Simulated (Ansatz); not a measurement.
# ClCo: the cost of one run

Program: Ansatz 0.2.0, Gaussian basis. Level of theory: def2-QZVPP, core rule «outside noble gas», up to 14 orbitals frozen. These are calculated values, not measurements.

To be run: UHF; ROHF; CCSD(T) on UHF.

2 further runs of the same task are left out: 2 set aside as unsound or not needed. Runs told in other sessions of the task aren't counted.

**1. The system**

The geometry is a PBE0/def2-TZVP stationary point (not a proven minimum) of the parent state, kept for this charge and spin.

2 atoms, charge 1, spin multiplicity 2.

Atoms are counted from 1 here; the program's logs count them from 0.

Bond lengths: Co1–Cl2 2.092 Å.

**2. UHF**

Input file in.yaml:

```yaml
crystal:
  periodic: [false, false, false]
  atoms:
    - {symbol: Co, position_ang: [0.000000, 0.000000, 0.000000]}
    - {symbol: Cl, position_ang: [0.000000, 0.000000, 2.092400]}
basis:
  gaussian: {orbitals: "def2-QZVPP.json"}
total_charge: 1
magnetization: {spin_polarized: true, initial_magnetization: 1}
hamiltonian: {xc: hf}
output: {orbitals: {seedname: orbitals}}
```

Started as:

```
> ansatz run in.yaml --threads 1 --pin off --events-out ev --progress --plain --max-ram 2816MiB --backend cpu
```

Q: Estimate wall time and peak memory on 1 thread of AMD EPYC 7R13, shared host.

About 2.9 min, with a peak of 0.61 GiB.
